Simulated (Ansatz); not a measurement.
# InSb3 (Pm-3m) in Ansatz: notebook

Aim: see how the results for InSb3 move with the level of theory and the settings. Levels: PBEsol, LDA. Tasks: band structure.

Program: Ansatz 0.2.0. These are calculated values, not measurements. Logs are shortened: lines on timing, memory, paths and dates and some standing lists are left out, and cuts for length are marked.

### Step 1. The structure

It takes space group Pm-3m (No. 221, cubic). The conventional cell has a = 4.806 Å, b = 4.806 Å, c = 4.806 Å, α = 90.00°, β = 90.00°, γ = 90.00°. Sb (site symmetry 4/mmm) is surrounded by 8 Sb at 3.40 Å and 4 In at 3.40 Å. In (site symmetry m-3m) has 12 Sb at 3.40 Å as nearest neighbours.

The cell comes from a database or a generator and needn't be the stable form of this composition.

### Step 2. Band structure, PBEsol

Input file input.yaml:

```yaml
crystal:
  lattice:
    - [4.806367, 0.0, 0.0]
    - [0.0, 4.806367, 0.0]
    - [0.0, 0.0, 4.806367]
  atoms:
    - { symbol: Sb, position: [0.5, 0.5, 0.0] }
    - { symbol: Sb, position: [0.0, 0.5, 0.5] }
    - { symbol: Sb, position: [0.5, 0.0, 0.5] }
    - { symbol: In, position: [0.0, 0.0, 0.0] }
kpoints:
  mp_grid: { grid: [6, 6, 6] }
  band_path:
    path:
      - [0.0, 0.0, 0.0]
      - [0.0, 0.5, 0.0]
      - [0.5, 0.5, 0.0]
      - [0.0, 0.0, 0.0]
      - [0.5, 0.5, 0.5]
      - [0.0, 0.5, 0.0]
    npoints: 10
scf:
  occupations: { method: fermi_dirac, width: 0.05 }
hamiltonian:
  xc: pbesol
  pseudopotentials: { kind: all_electron, lapw: { basis_error: 0.002 } }
output:
  forces: true
  stress: true
  eigenvalues: true
```

Potentials or basis: all-electron LAPW, scalar-relativistic.

On the command line:

```bash
$ ansatz run input.yaml --threads 2 --pin off --max-ram 8192MiB --backend cpu --events-out ev --progress --plain --runs-dir out
```

The program printed:

```text
Warning: RAYON_NUM_THREADS=2 ignored (pool sized by the plan → 2); use --threads N
LAPW: plane waves up to 6.109 Å⁻¹, error target 2.0e-3 eV per atom; small_component_spin mean_spin; In in spheres of 1.720 Å, 21 of its electrons in bands, Dirac shells []; Sb in spheres of 1.678 Å, 23 of its electrons in bands, Dirac shells [] (how accurate: hamiltonian.pseudopotentials.lapw.basis_error, Limitations)
Engine: ansatz 0.2.0, aarch64-unknown-linux-gnu
Pseudopotentials: kind: all_electron
Pseudopotential: Sb, LAPW, valence charge 23, lapw/all_electron/scalar/gaussian/Sb, Koelling and Harmon's equation, gaussian nucleus
Pseudopotential: In, LAPW, valence charge 21, lapw/all_electron/scalar/gaussian/In, Koelling and Harmon's equation, gaussian nucleus
Functional definition: PBEsol
  exchange = pbesol_x
  correlation = pbesol_c
Crystal: 4 atoms, lattice volume = 111.033 Å³
Basis set: ecut = 142.1740385035759 eV, 437 PW (Γ), exchange–correlation at level 2
Bands: 54, of which v1, the nominal top of the filled ones, is band 45 counted from 1 (44 counted from 0)
Symmetry: 48 space group operations
Space group: Pm-3m (ITA 221), of the structure as read, at distance tolerance 4.8e-5 Å
k-points: 20 of 216
Non-local potential: Sb, projectors of the file, none
Non-local potential: In, projectors of the file, none
Initial density: superposition of atomic densities (chi_scale 0.1, normalization cell, long waves kept (reshape's long-wave potential 0.00 eV rms))
Initial wavefunctions: plane waves of lowest kinetic energy (no species holds an atomic orbital)
Functional: x = pbesol(κ = 0.804, μ = 0.12345679012345678), c = pbesol(β = 0.046)
iter 1 solved again at ethr=2.70e-5 eV; its pass at ethr=1.00e-1 eV (dr2=2.43e-2 eV) is discarded
SCF iter   1: F=—  HF=-688848.395223 eV  |F-HF|=—  |Δ(HF+E_count)|=         —  Δρ=4.94e-3  dr2=2.46e-2  ethr=2.70e-5  ⟨swp⟩=3.3  Hψ=7438  notcnv=0
preconditioner: auto → Kerker (q_TF=auto, 2.634 Å⁻¹)  [metal: Δε(μ)=0.090 eV  Ē_g=11.880 eV  σ=0.050 eV  W_gap=0.38  n_scr=32 (ndim 8)  ℏωp=18.6 eV  f_vac=0.000  D(μ)=2.52/eV (n_scr^D=18)]
SCF iter   2: F=—  HF=-688848.345127 eV  |F-HF|=—  |Δ(HF+E_count)|=   5.01e-2  Δρ=3.00e-3  dr2=1.04e-2  ethr=2.70e-5  ⟨swp⟩=2.0  Hψ=3253  notcnv=0
SCF iter   3: F=—  HF=-688848.340068 eV  |F-HF|=—  |Δ(HF+E_count)|=   5.06e-3  Δρ=1.70e-3  dr2=4.37e-3  ethr=1.16e-5  ⟨swp⟩=2.0  Hψ=3253  notcnv=0
SCF iter   4: F=—  HF=-688848.339047 eV  |F-HF|=—  |Δ(HF+E_count)|=   1.02e-3  Δρ=8.79e-4  dr2=1.30e-3  ethr=4.86e-6  ⟨swp⟩=2.0  Hψ=3254  notcnv=0
SCF iter   5: F=—  HF=-688848.339247 eV  |F-HF|=—  |Δ(HF+E_count)|=   2.01e-4  Δρ=3.37e-4  dr2=2.75e-4  ethr=1.44e-6  ⟨swp⟩=2.0  Hψ=3253  notcnv=0
iter 6 solved again at ethr=2.59e-8 eV; its pass at ethr=3.05e-7 eV (dr2=2.33e-5 eV) is discarded
SCF iter   6: F=—  HF=-688848.339114 eV  |F-HF|=—  |Δ(HF+E_count)|=   1.34e-4  Δρ=1.13e-4  dr2=2.33e-5  ethr=2.59e-8  ⟨swp⟩=2.0  Hψ=5466  notcnv=0
SCF iter   7: F=—  HF=-688848.339116 eV  |F-HF|=—  |Δ(HF+E_count)|=   1.84e-6  Δρ=4.95e-5  dr2=6.38e-6  ethr=2.59e-8  ⟨swp⟩=2.0  Hψ=3253  notcnv=0
SCF iter   8: F=—  HF=-688848.339115 eV  |F-HF|=—  |Δ(HF+E_count)|=   5.05e-7  Δρ=1.51e-5  dr2=6.83e-7  ethr=7.09e-9  ⟨swp⟩=2.0  Hψ=3253  notcnv=0
SCF iter   9: F=-688848.339115 eV  HF=-688848.339115 eV  |F-HF|=3.91e-8  |Δ(HF+E_count)|=   7.52e-8  Δρ=5.07e-6  dr2=6.22e-8  ethr=7.58e-10  ⟨swp⟩=2.0  Hψ=3253  notcnv=0
SCF 1 converged in 9 iterations: F = -688848.339115 eV  dr2 = 6.22e-8
NSCF: frozen V_eff on 51 k-points
SCF converged after 9 iterations
Free energy (F): -688848.339115 eV
Harris-Foulkes:  -688848.339115 eV  (|F-HF|=3.91e-8)
Internal energy: -688848.317749 eV  (E = F + TS)
E sigma→0 (E₀):  -688848.328432 eV
Entropy (-TS):   -0.021366 eV (-5.342 meV/atom)
Fermi energy:    13.551799 eV
--- Per-component energies (eV) ---
  E_band       = -3178.698631
  E_kinetic    = 725220.925653
  E_xc         = -17976.836870
  E_electrostatic = -1396092.406533  (all electrons and nuclei)
  E_smearing   = -0.021366  (= −TS)
  E_closure    = 0.000000  (closes the sum)
  E_atoms      = -688832.388825  (free atoms, spherical and without spin; not in F)
  Σ components = -688848.339115   (vs F -688848.339115, Δ=0.00e0)
  Basis errors (estimates in eV, not in F): energy 4.3e-4 per atom: plane waves 4.2e-4 (2.2e-4 summed), levels above the bands 3.8e-48, relativity 2.3e-8, radial functions 1.2e-5, core shells 1.5e-10; eigenvalues (radial functions only) 1.6e-5; not estimated: angular momenta, meshes, grids; target (lapw.basis_error) 2.0e-3; muffin-tin radii In 1.720 Å, Sb 1.678 Å
--- Forces (eV/Å), atoms counted from 1 ---
  atom   1  Sb    -0.00000000    -0.00000000     0.00000000
  atom   2  Sb     0.00000000     0.00000000     0.00000000
  atom   3  Sb    -0.00000000    -0.00000000     0.00000000
  atom   4  In    -0.00000000     0.00000000     0.00000000
  max |Σ_I F_I| component: 2.96e-31 eV/Å
--- Stress (GPa, compression-positive) ---
       -2.671886       0.000000       0.000000
        0.000000      -2.671886       0.000000
        0.000000       0.000000      -2.671886
  P = ⅓ Tr σ = -2.6719 GPa (-26.719 kbar)
--- Band table (eV; the first three rows and the last of 20) ---
  k-point 0: bands = ["-130.6783", "-130.6782", "-130.6782", "-101.7059", "-83.7093", "-83.7093", "-83.7093", "-83.6989", "-83.6989", "-83.6989", "-83.6989", "-83.6989", "-83.6989", "-60.2299", "-60.2299", "-60.2299", "-15.6503", "-15.6503", "-15.6503", "-15.6409", "-15.6096", "-15.6096", "-15.5918", "-15.5918", "-15.5918", "-15.5856", "-15.5856", "-15.5562", "-15.5498", "-15.5498", "-15.5498", "-0.9064", "-0.9064", "-0.8895", "-0.8895", "-0.8895", "1.3643", "6.0537", "6.0537", "9.2611", "9.2611", "9.2611", "9.9374", "13.9807", "13.9807", "13.9807", "15.2681", "15.2681", "15.2681", "18.2576", "18.2576", "18.5069", "18.7916", "18.7916"]
  k-point 1: bands = ["-130.6783", "-130.6782", "-130.6782", "-101.7059", "-83.7093", "-83.7093", "-83.7093", "-83.6989", "-83.6989", "-83.6989", "-83.6989", "-83.6989", "-83.6989", "-60.2299", "-60.2299", "-60.2299", "-15.6496", "-15.6439", "-15.6439", "-15.6375", "-15.6094", "-15.6064", "-15.5925", "-15.5919", "-15.5919", "-15.5886", "-15.5855", "-15.5592", "-15.5565", "-15.5565", "-15.5498", "-0.9051", "-0.9025", "-0.8926", "-0.8926", "-0.8894", "1.5326", "5.3865", "6.0890", "9.0313", "9.4578", "9.4578", "11.1836", "13.4705", "13.5410", "13.5410", "14.4612", "15.0582", "15.0582", "18.5042", "18.9280", "19.2387", "19.2391", "19.3889"]
  k-point 2: bands = ["-130.6783", "-130.6782", "-130.6782", "-101.7059", "-83.7093", "-83.7093", "-83.7093", "-83.6989", "-83.6989", "-83.6989", "-83.6989", "-83.6989", "-83.6989", "-60.2299", "-60.2299", "-60.2299", "-15.6483", "-15.6289", "-15.6263", "-15.6263", "-15.6089", "-15.5982", "-15.5966", "-15.5938", "-15.5924", "-15.5924", "-15.5854", "-15.5741", "-15.5741", "-15.5670", "-15.5498", "-0.9023", "-0.8988", "-0.8988", "-0.8948", "-0.8893", "2.0195", "4.1853", "6.1632", "9.1306", "10.0240", "10.0240", "12.3453", "12.3453", "12.7281", "12.8305", "13.8301", "15.3539", "15.3539", "17.7063", "18.2194", "18.2194", "19.3205", "19.3749"]
  k-point 19: bands = ["-130.6782", "-130.6782", "-130.6782", "-101.7059", "-83.7099", "-83.7089", "-83.7089", "-83.6992", "-83.6992", "-83.6992", "-83.6986", "-83.6986", "-83.6986", "-60.2299", "-60.2299", "-60.2299", "-15.6260", "-15.6260", "-15.6260", "-15.6225", "-15.6225", "-15.6225", "-15.6163", "-15.5869", "-15.5869", "-15.5869", "-15.5844", "-15.5844", "-15.5561", "-15.5561", "-15.5561", "-0.9231", "-0.9231", "-0.9231", "-0.8734", "-0.8734", "4.5513", "4.5513", "4.5513", "7.9340", "8.5618", "8.5618", "8.5618", "8.7367", "17.0437", "17.0437", "17.1016", "17.1016", "17.1016", "19.8990", "19.8990", "19.8990", "22.0615", "22.0615"]
```

Wall time 15 s (2 threads of Arm Neoverse V2, shared host); peak memory 0.36 GiB.

Results:

* Free energy: -688848.3391 eV
* Pressure: -2.7 GPa
* Band gap along the path: none (metal or under the smearing width)

Levels at the corners of the path, in eV from the Fermi level:
| point | band 42 | band 43 | band 44 | band 45 | band 46 | band 47 | band 48 | band 49 |
| --- | --- | --- | --- | --- | --- | --- | --- | --- |
| Γ | -4.29 | -3.61 | 0.43 | 0.43 | 0.43 | 1.72 | 1.72 | 1.72 |
| X | -2.90 | -2.11 | -2.11 | -1.12 | -0.86 | 1.98 | 2.16 | 2.16 |
| M | -1.66 | -1.66 | -1.34 | -1.11 | -1.11 | -0.48 | 1.02 | 3.26 |
| Γ | -4.29 | -3.61 | 0.43 | 0.43 | 0.43 | 1.72 | 1.72 | 1.72 |
| R | -4.99 | -4.99 | -4.82 | 3.49 | 3.49 | 3.55 | 3.55 | 3.55 |
| X | -2.90 | -2.11 | -2.11 | -1.12 | -0.86 | 1.98 | 2.16 | 2.16 |

Caveat: spin-orbit coupling is left out, which moves the levels of the heavy elements.

### Step 3. Band structure, LDA

input.yaml, as its differences from that of step 2:

```diff
@@ -24,3 +24,3 @@
 hamiltonian:
-  xc: pbesol
+  xc: lda
   pseudopotentials: { kind: all_electron, lapw: { basis_error: 0.002 } }
```

Potentials or basis: all-electron LAPW, scalar-relativistic.

On the command line:

```bash
$ ansatz run input.yaml --threads 2 --pin off --max-ram 8192MiB --backend cpu --events-out ev --progress --plain --runs-dir out
```

The program printed:

```text
Warning: RAYON_NUM_THREADS=2 ignored (pool sized by the plan → 2); use --threads N
LAPW: plane waves up to 6.113 Å⁻¹, error target 2.0e-3 eV per atom; small_component_spin mean_spin; In in spheres of 1.721 Å, 21 of its electrons in bands, Dirac shells []; Sb in spheres of 1.678 Å, 23 of its electrons in bands, Dirac shells [] (how accurate: hamiltonian.pseudopotentials.lapw.basis_error, Limitations)
[... 4 set-up lines as earlier in the session ...]
Functional definition: SPW92
  exchange = slater_x
  correlation = pw_c
Crystal: 4 atoms, lattice volume = 111.033 Å³
Basis set: ecut = 142.38395558399026 eV, 437 PW (Γ), exchange–correlation at level 2
Bands: 54, of which v1, the nominal top of the filled ones, is band 45 counted from 1 (44 counted from 0)
[... 2 set-up lines as earlier in the session ...]
k-points: 20 of 216
[... 4 set-up lines as earlier in the session ...]
Functional: x = slater, c = lda
iter 1 solved again at ethr=2.48e-5 eV; its pass at ethr=1.00e-1 eV (dr2=2.23e-2 eV) is discarded
SCF iter   1: F=—  HF=-688563.808140 eV  |F-HF|=—  |Δ(HF+E_count)|=         —  Δρ=4.57e-3  dr2=2.26e-2  ethr=2.48e-5  ⟨swp⟩=3.4  Hψ=7465  notcnv=0
preconditioner: auto → Kerker (q_TF=auto, 2.634 Å⁻¹)  [metal: Δε(μ)=0.093 eV  Ē_g=11.889 eV  σ=0.050 eV  W_gap=0.38  n_scr=32 (ndim 8)  ℏωp=18.6 eV  f_vac=0.000  D(μ)=2.50/eV (n_scr^D=18)]
SCF iter   2: F=—  HF=-688563.756542 eV  |F-HF|=—  |Δ(HF+E_count)|=   5.16e-2  Δρ=2.79e-3  dr2=9.81e-3  ethr=2.48e-5  ⟨swp⟩=2.0  Hψ=3253  notcnv=0
SCF iter   3: F=—  HF=-688563.751126 eV  |F-HF|=—  |Δ(HF+E_count)|=   5.42e-3  Δρ=1.66e-3  dr2=4.48e-3  ethr=1.09e-5  ⟨swp⟩=2.0  Hψ=3254  notcnv=0
SCF iter   4: F=—  HF=-688563.750052 eV  |F-HF|=—  |Δ(HF+E_count)|=   1.07e-3  Δρ=8.61e-4  dr2=1.31e-3  ethr=4.98e-6  ⟨swp⟩=2.0  Hψ=3254  notcnv=0
SCF iter   5: F=—  HF=-688563.750140 eV  |F-HF|=—  |Δ(HF+E_count)|=   8.81e-5  Δρ=3.32e-4  dr2=2.84e-4  ethr=1.46e-6  ⟨swp⟩=2.0  Hψ=3253  notcnv=0
iter 6 solved again at ethr=2.28e-8 eV; its pass at ethr=3.15e-7 eV (dr2=2.05e-5 eV) is discarded
SCF iter   6: F=—  HF=-688563.749986 eV  |F-HF|=—  |Δ(HF+E_count)|=   1.54e-4  Δρ=1.06e-4  dr2=2.05e-5  ethr=2.28e-8  ⟨swp⟩=2.0  Hψ=5466  notcnv=0
SCF iter   7: F=—  HF=-688563.749987 eV  |F-HF|=—  |Δ(HF+E_count)|=   1.72e-6  Δρ=4.83e-5  dr2=6.41e-6  ethr=2.28e-8  ⟨swp⟩=2.0  Hψ=3253  notcnv=0
SCF iter   8: F=—  HF=-688563.749987 eV  |F-HF|=—  |Δ(HF+E_count)|=   6.88e-7  Δρ=1.44e-5  dr2=5.82e-7  ethr=7.13e-9  ⟨swp⟩=2.0  Hψ=3253  notcnv=0
SCF iter   9: F=-688563.749987 eV  HF=-688563.749987 eV  |F-HF|=2.98e-8  |Δ(HF+E_count)|=   6.72e-8  Δρ=4.67e-6  dr2=4.65e-8  ethr=6.47e-10  ⟨swp⟩=2.0  Hψ=3253  notcnv=0
SCF 1 converged in 9 iterations: F = -688563.749987 eV  dr2 = 4.65e-8
NSCF: frozen V_eff on 51 k-points
SCF converged after 9 iterations
Free energy (F): -688563.749987 eV
Harris-Foulkes:  -688563.749987 eV  (|F-HF|=2.98e-8)
Internal energy: -688563.727964 eV  (E = F + TS)
E sigma→0 (E₀):  -688563.738975 eV
Entropy (-TS):   -0.022023 eV (-5.506 meV/atom)
Fermi energy:    13.376923 eV
--- Per-component energies (eV) ---
  E_band       = -3186.361408
  E_kinetic    = 724784.652168
  E_xc         = -17688.691881
  E_electrostatic = -1395659.688251  (all electrons and nuclei)
  E_smearing   = -0.022023  (= −TS)
  E_closure    = 0.000000  (closes the sum)
  E_atoms      = -688546.880921  (free atoms, spherical and without spin; not in F)
  Σ components = -688563.749987   (vs F -688563.749987, Δ=0.00e0)
  Basis errors (estimates in eV, not in F): energy 4.3e-4 per atom: plane waves 4.2e-4 (2.2e-4 summed), levels above the bands 3.9e-49, relativity 2.0e-9, radial functions 1.1e-5, core shells 1.5e-10; eigenvalues (radial functions only) 1.6e-5; not estimated: angular momenta, meshes, grids; target (lapw.basis_error) 2.0e-3; muffin-tin radii In 1.721 Å, Sb 1.678 Å
--- Forces (eV/Å), atoms counted from 1 ---
  atom   1  Sb     0.00000000    -0.00000000    -0.00000000
  atom   2  Sb     0.00000000    -0.00000000    -0.00000000
  atom   3  Sb     0.00000000    -0.00000000     0.00000000
  atom   4  In     0.00000000     0.00000000    -0.00000000
  max |Σ_I F_I| component: 1.56e-30 eV/Å
--- Stress (GPa, compression-positive) ---
       -3.816889       0.000000       0.000000
        0.000000      -3.816889       0.000000
        0.000000       0.000000      -3.816889
  P = ⅓ Tr σ = -3.8169 GPa (-38.169 kbar)
--- Band table (eV; the first three rows and the last of 20) ---
  k-point 0: bands = ["-130.5569", "-130.5569", "-130.5569", "-101.6888", "-83.6876", "-83.6876", "-83.6876", "-83.6764", "-83.6764", "-83.6764", "-83.6763", "-83.6763", "-83.6763", "-60.2837", "-60.2837", "-60.2837", "-15.7640", "-15.7640", "-15.7640", "-15.7543", "-15.7219", "-15.7219", "-15.7041", "-15.7041", "-15.7041", "-15.6986", "-15.6986", "-15.6680", "-15.6628", "-15.6628", "-15.6628", "-1.0616", "-1.0616", "-1.0450", "-1.0450", "-1.0450", "1.1620", "5.7764", "5.7764", "9.1132", "9.1132", "9.1132", "9.6674", "13.7867", "13.7867", "13.7867", "15.0582", "15.0582", "15.0582", "18.1825", "18.1825", "18.3917", "18.7318", "18.7318"]
  k-point 1: bands = ["-130.5569", "-130.5569", "-130.5569", "-101.6888", "-83.6876", "-83.6876", "-83.6876", "-83.6764", "-83.6764", "-83.6764", "-83.6763", "-83.6763", "-83.6763", "-60.2837", "-60.2837", "-60.2837", "-15.7634", "-15.7575", "-15.7575", "-15.7508", "-15.7216", "-15.7186", "-15.7047", "-15.7042", "-15.7042", "-15.7016", "-15.6985", "-15.6711", "-15.6695", "-15.6695", "-15.6628", "-1.0602", "-1.0577", "-1.0481", "-1.0481", "-1.0450", "1.3294", "5.1357", "5.8093", "8.8050", "9.3095", "9.3095", "10.9555", "13.2980", "13.3610", "13.3610", "14.2844", "14.8563", "14.8563", "18.4093", "18.8678", "19.0300", "19.1423", "19.1664"]
  k-point 2: bands = ["-130.5569", "-130.5569", "-130.5569", "-101.6888", "-83.6876", "-83.6876", "-83.6876", "-83.6764", "-83.6764", "-83.6764", "-83.6763", "-83.6763", "-83.6763", "-60.2837", "-60.2837", "-60.2837", "-15.7620", "-15.7422", "-15.7398", "-15.7398", "-15.7211", "-15.7103", "-15.7096", "-15.7061", "-15.7047", "-15.7047", "-15.6984", "-15.6873", "-15.6873", "-15.6789", "-15.6628", "-1.0574", "-1.0544", "-1.0544", "-1.0500", "-1.0449", "1.8131", "3.9600", "5.8784", "8.8673", "9.8741", "9.8741", "12.1832", "12.1832", "12.5786", "12.6217", "13.6496", "15.1482", "15.1482", "17.4574", "17.9988", "17.9988", "19.2589", "19.2905"]
  k-point 19: bands = ["-130.5569", "-130.5569", "-130.5569", "-101.6888", "-83.6883", "-83.6873", "-83.6873", "-83.6767", "-83.6767", "-83.6767", "-83.6760", "-83.6760", "-83.6760", "-60.2837", "-60.2837", "-60.2837", "-15.7395", "-15.7395", "-15.7395", "-15.7355", "-15.7355", "-15.7355", "-15.7287", "-15.6999", "-15.6999", "-15.6999", "-15.6965", "-15.6965", "-15.6685", "-15.6685", "-15.6685", "-1.0792", "-1.0792", "-1.0792", "-1.0285", "-1.0285", "4.3028", "4.3028", "4.3028", "7.7989", "8.4258", "8.4258", "8.4258", "8.4873", "16.7987", "16.7987", "16.8599", "16.8599", "16.8599", "19.6359", "19.6359", "19.6359", "21.9426", "21.9426"]
```

Wall time 15 s (2 threads of Arm Neoverse V2, shared host); peak memory 0.35 GiB.

What came out:

* Free energy: -688563.7500 eV
* Pressure: -3.8 GPa
* Band gap along the path: none (metal or under the smearing width)

Levels at the corners of the path, in eV from the Fermi level:
```
point  band 41  band 42  band 43  band 44  band 45  band 46  band 47  band 48  band 49  band 50
    Γ    -4.26    -4.26    -3.71     0.41     0.41     0.41     1.68     1.68     1.68     4.81
    X    -2.88    -2.88    -2.09    -2.09    -1.09    -0.83     1.89     2.12     2.12     2.34
    M    -2.49    -1.67    -1.67    -1.33    -1.10    -1.10    -0.55     1.04     3.20     3.39
    Γ    -4.26    -4.26    -3.71     0.41     0.41     0.41     1.68     1.68     1.68     4.81
    R    -4.95    -4.95    -4.95    -4.89     3.42     3.42     3.48     3.48     3.48     6.26
    X    -2.88    -2.88    -2.09    -2.09    -1.09    -0.83     1.89     2.12     2.12     2.34
```

Caveat: spin-orbit coupling is left out, which moves the levels of the heavy elements.
